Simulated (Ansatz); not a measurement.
# La3YO2: the cost of one run

Program: Ansatz 0.2.0. Level of theory: DFT PBE, scalar-relativistic, plane waves, PAW, unless a step names another level. These are calculated values, not measurements.

11 further runs of the same task are left out: 1 that didn't finish, 10 set aside as unsound or not needed. Runs told in other sessions of the task aren't counted.

## Step 1: The formula and the candidates

Pauling electronegativities: La 1.10, Y 1.22, O 3.44 (spread 2.34). No set of common oxidation states balances it. Tabulated atomic sizes suggest about 21 Å³/atom. 31 candidates were drawn, by swapping species into database cells of other compounds, at random by space group and Wyckoff sites, or by hand, as the table says:

| name | made from | space group no. | Wyckoff sites | atoms (primitive cell) | V (Å³/atom) |
| --- | --- | --- | --- | --- | --- |
| c01 | random | 12 | La 4i, 2c; Y 2d; O 2a, 2b | 6 | 27.5 |
| c02 | random | 123 | La 2e, 1b; Y 1d; O 2f | 6 | 22.1 |
| c03 | built by hand: O-deficient rocksalt on Cu3Au-type La3Y | 123 | La 1c, 2e; Y 1a; O 1d, 1b | 6 | 21.4 |
| c04 | random | 191 | La 2d, 1b; Y 1a; O 2e | 6 | 22.9 |
| c05 | built by hand: delafossite-like LaYO2 slabs with extra La layers | 166 | La 6c, 3b; Y 3a; O 6c | 6 | 21.3 |
| c06 | database cell of Dy2Al3Cu | 166 | La 9d; Y 3a; O 6c | 6 | 23.1 |
| c07 | database cell of Pr2Al3Ag | 25 | La 1c, 1c, 1d; Y 1d; O 1a, 1b | 6 | 25.3 |
| c08 | random | 166 | La 9e; Y 3b; O 6c | 6 | 25.6 |
| c09 | database cell of Li3PrBi2 | 12 | La 4i, 2c; Y 2a; O 4i | 6 | 25.8 |
| c10 | database cell of La2SbAu3 | 25 | La 1d, 1d, 1c; Y 1c; O 1a, 1b | 6 | 23.2 |
| c11 | random | 191 | La 3g; Y 1a; O 2d | 6 | 25.9 |
| c12 | database cell of Bi3Pt2Pb | 6 | La 1b, 1a, 1a; Y 1b; O 1b, 1a | 6 | 23.6 |
| c13 | database cell of CeAl2Cu3 | 65 | La 4i, 2d; Y 2b; O 4f | 6 | 21.9 |
| c14 | database cell of Dy2CuAg3 | 99 | La 1a, 1a, 1b; Y 1b; O 1a, 1b | 6 | 22.4 |
| c15 | random | 164 | La 3f; Y 1b; O 2d | 6 | 25.9 |
| c16 | random | 115 | La 2f, 1b; Y 1a; O 2g | 6 | 22.9 |
| c17 | database cell of CsCu3O2 | 164 | La 3e; Y 1b; O 2d | 6 | 26.8 |
| c18 | database cell of NaSm2Se3 | 71 | La 2d, 4j; Y 2a; O 4i | 6 | 21.6 |
| c19 | database cell of Ti2CuSb3 | 115 | La 2g, 1b; Y 1a; O 2g | 6 | 22.7 |
| c20 | built by hand: ordered anti-CdI2 (layered M2O) | 156 | La 1a, 1a, 1b; Y 1b; O 1c, 1c | 6 | 21.3 |
| c21 | random | 189 | La 3g; Y 1a; O 2d | 6 | 24.3 |
| c22 | random | 166 | La 9d; Y 3b; O 6c | 6 | 22.1 |
| c23 | random | 139 | La 4e, 2a; Y 2b; O 4c | 6 | 23.6 |
| c24 | random | 187 | La 1d, 2h; Y 1a; O 1b, 1e | 6 | 21.9 |
| c25 | database cell of Li3NdAs2 | 164 | La 1b, 2d; Y 1a; O 2d | 6 | 22.6 |
| c26 | random | 99 | La 2c, 1b; Y 1a; O 2c | 6 | 25.4 |
| c27 | random | 139 | La 4c, 2b; Y 2a; O 4d | 6 | 26.2 |
| c28 | built by hand: PbO-type La2O2 layer with La-Y metal slab | 99 | La 1a, 1b, 1b; Y 1a; O 2c | 6 | 22.6 |
| c29 | random | 166 | La 3a, 6c; Y 3b; O 6c | 6 | 27.2 |
| c30 | random | 123 | La 2e, 1d; Y 1b; O 1c, 1a | 6 | 25.6 |
| c31 | database cell of ErB2Ru3 | 191 | La 3g; Y 1a; O 2c | 6 | 21.9 |

## Step 2: Screening run of c03

The input, input.yaml:

```yaml
crystal:
  lattice:
    - [5.15, 0.0, 0.0]
    - [0.0, 5.15, 0.0]
    - [0.0, 0.0, 4.85]
  atoms:
    - { symbol: La, position: [0.5, 0.5, 0.0] }
    - { symbol: La, position: [0.0, 0.5, 0.5] }
    - { symbol: La, position: [0.5, 0.0, 0.5] }
    - { symbol: "Y", position: [0.0, 0.0, 0.0] }
    - { symbol: O, position: [0.5, 0.5, 0.5] }
    - { symbol: O, position: [0.0, 0.0, 0.5] }
basis:
  ecutwfc: 420
kpoints:
  mp_grid: { grid: [3, 3, 4] }
hamiltonian:
  xc: pbe
scf:
  occupations: { method: gaussian, width: 0.2 }
  lower_state_search: "off"
output:
  forces: true
  stress: true
  eigenvalues: true
relax:
  adjacent_minimum: "off"
  f_tol: 0.08
  max_steps: 16
  cell: { stress_tol: 0.8 }
```

Launch:

```sh
ansatz run input.yaml --threads 1 --pin off --max-ram 2560MiB --backend cpu --events-out ev --progress --plain --runs-dir out
```

Q: Estimate wall time and peak memory on 1 thread of Intel Xeon Platinum 8488C (Sapphire Rapids), shared host.

About 15 s, with a peak of 0.44 GiB.
